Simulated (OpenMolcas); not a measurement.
# Au³⁺ among point charges: CASSCF and CASPT2 levels and susceptibility

How does a field of 4 point charges split the states of Au³⁺, and what χT follows?

Program: OpenMolcas 26.06. Level of theory: state-averaged CASSCF and CASPT2, spin-orbit coupling by RASSI with atomic mean-field integrals. These are calculated values, not measurements, unless marked.

## 1. What is computed

```
Species                           : Au³⁺ (gold, Z = 79, 76 electrons)
Basis                             : ANO-RCC-VDZP [7s6p4d2f], 59 functions
Scalar Hamiltonian                : DKH2, point nucleus
Inactive shells                   : 1s 2s 2p 3s 3p 3d 4s 4p 4d 4f 5s 5p
Active space                      : 8 electrons in 5 orbitals (5d)
Some configurations of this space : 5d8
Orbitals                          : optimised for each spin and parity, averaged over all roots
```

The outer shells:

5d8
```
5d [↑↓][↑↓][↑↓][↑ ][↑ ]
```

The ion sits among 4 point charges of -0.98 e arranged as a square (D4h), 2.15 Å from the ion.

The work runs as a chain of OpenMolcas steps in one folder; each step below is one input file. Labels, J, g values, rates, χT and fits are worked out afterwards by a script from the matrices that RASSI stores. The input lists half of the charges; inversion (Group=XYZ) makes the rest.

## 2. Basis and integrals

a.inp reads:

```
&GATEWAY
Coord
1

Au 0.0 0.0 0.0
Basis=ANO-RCC-VDZP
Group=XYZ
NoMove
AngMom=0.0 0.0 0.0
AMFI
XField
2 Angstrom 0
2.150000 0.000000 0.000000 -0.980000
0.000000 2.150000 0.000000 -0.980000
&SEWARD
```

Started as:

```bash
OMP_NUM_THREADS=1 MOLCAS_MEM=1689 MOLCAS_PROJECT=a pymolcas a.inp > a.log
```

## 3. Reference wave functions, triplets of even parity, 10 roots

a.inp reads:

```
&RASSCF
FileOrb=start.orb
Symmetry=1
Spin=3
nActEl=8 0 0
Inactive=15 19
Ras2=5 0
CIRoot=10 10 1
SDav=10
CIMx=300
Iter=120 100
PrWF=0.3
OrbListing=Nothing
MaxOrb=0
>>> COPY $Project.JobIph JOB001
```

start.orb holds the contracted functions of the basis, ordered by shell, or the orbitals of the step before.

## 4. Reference wave functions, singlets of even parity, 15 roots

a.inp reads:

```
&RASSCF
FileOrb=start.orb
Symmetry=1
Spin=1
nActEl=8 0 0
Inactive=15 19
Ras2=5 0
CIRoot=15 15 1
SDav=15
CIMx=300
Iter=120 100
PrWF=0.3
OrbListing=Nothing
MaxOrb=0
>>> COPY $Project.JobIph JOB002
```

## 5. State interaction with spin-orbit coupling

a.inp reads:

```
&RASSI
NrOfJobIphs=2 10 15
1 2 3 4 5 6 7 8 9 10
1 2 3 4 5 6 7 8 9 10 11 12 13 14 15
IphNames
JOB001
JOB002
EJob
SpinOrbit
DIPRint=1.0
SOCoupling=1000.0
Subsets=2
Property=9
'ANGMOM' 1 'ANGMOM' 2 'ANGMOM' 3 'MLTPL  1' 1 'MLTPL  1' 2 'MLTPL  1' 3
'AMFI' 1 'AMFI' 2 'AMFI' 3
SOProperty=3
'ANGMOM' 1 'ANGMOM' 2 'ANGMOM' 3
```

## 6. CASPT2: IPEA 0.25, imaginary shift 0.1 (closed shells correlated: 5s 5p)

a.inp reads:

```
>>> COPY JOB001 $Project.JobIph
&CASPT2
Multistate=10 1 2 3 4 5 6 7 8 9 10
NoMult
Frozen=14 16
IPEA=0.25
Imaginary=0.1
MaxIter=60
WThr=0.0 0.3 0.05
PrWF=0.5
NoMix
>>> COPY JOB002 $Project.JobIph
&CASPT2
Multistate=15 1 2 3 4 5 6 7 8 9 10 11 12 13 14 15
NoMult
Frozen=14 16
IPEA=0.25
Imaginary=0.1
MaxIter=60
WThr=0.0 0.3 0.05
PrWF=0.5
NoMix
```

(Steps that only read results are left out.)

Before running it: what results should come out? Wanted: spin-free ground state; first state of the same spin within the active space; lowest level; next level.

**Answer**, as computed:

| quantity | value |
| --- | --- |
| method | SS-CASPT2, IPEA 0.25, imaginary shift 0.1 (closed shells correlated: 5s 5p) |
| spin-free ground state | 3E, 2-fold in its orbital part |
| first state of the same spin within the active space | 3B1 at 916 cm⁻¹ |
| lowest level | 1-fold A1 |
| next level | 156.1 cm⁻¹ |
| χT at 300 K | 3.00 cm³ K/mol |
| effective moment at 300 K | 4.90 μB |

Cost by method:

```csv
method,time of its own steps,time with the reference
A. CASSCF,3.6 s,3.6 s
"B. SS-CASPT2, IPEA 0.25, imaginary shift 0.1, +5s 5p",1.8 s,5.4 s
```

Times are of one thread on a shared host.

The spin-free ground state (3E) comes to 98 % from free-ion F terms and keeps the highest spin of the shell. χT at 300 K is 3.00, against 1.00 cm³ K/mol for the spin alone, so orbital moment adds to it. The field of point charges can differ much from that of real complexes. This is an electrostatic model: the charges have no orbitals.
